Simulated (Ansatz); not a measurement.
# Co: the cost of one run

Program: Ansatz 0.2.0. Level of theory: DFT PBEsol, scalar-relativistic, plane waves, PAW. These are calculated values, not measurements.

2 further runs of the same task are left out: 2 set aside as unsound or not needed.

**1. The system as given**

The structure is hexagonal, space group P6_3/mmc (No. 194). The conventional cell has a = 2.456 Å, b = 2.456 Å, c = 3.969 Å, α = 90.00°, β = 90.00°, γ = 120.00°. Co (site symmetry -6m2) is surrounded by 12 Co at 2.44 to 2.46 Å.

Structure file:

```
CELL_PARAMETERS angstrom
2.45642 0.00000 0.00000
-1.22821 2.12732 0.00000
0.00000 0.00000 3.96947
ATOMIC_POSITIONS crystal
Co 0.66667 0.33333 0.25001
Co 0.33333 0.66667 0.74999
```

It goes back to an entry of the Materials Project.

This cell was relaxed beforehand with the same method: volume 10.37 Å³/atom, gap on the mesh none (metal), site moments up to 1.6 μB.

**2. The reference: the undisturbed cell on the scan's mesh**

Input file input.yaml:

```yaml
crystal:
  lattice:
    - [2.456418903, 0.0, 0.0]
    - [-1.2282094515, 2.1273211723, 0.0]
    - [0.0, 0.0, 3.969471087]
  atoms:
    - { symbol: Co, position: [0.6666666667, 0.3333333333, 0.2500068745], spin: 1.8 }
    - { symbol: Co, position: [0.3333333333, 0.6666666667, 0.7499931255], spin: 1.8 }
basis:
  ecutwfc: 420
kpoints:
  mp_grid: { grid: [30, 30, 16] }
hamiltonian:
  xc: pbesol
scf:
  occupations: { method: gaussian, width: 0.15 }
output:
  forces: true
  stress: true
  eigenvalues: true
  populations: true
  write_density: true
  write_potential: true
  elf: true
  volumetric_format: npy
magnetization:
  spin_polarized: true
```

Command:

```sh
$ ansatz run input.yaml --threads 1 --pin off --max-ram 2560MiB --backend cpu --events-out ev --progress --plain --runs-dir out
```

What time and memory should one allow on 1 thread of Intel Xeon Platinum 8259CL at 2.50GHz (Skylake/Cascade Lake), shared host?

About 70 s, with a peak of 0.88 GiB.
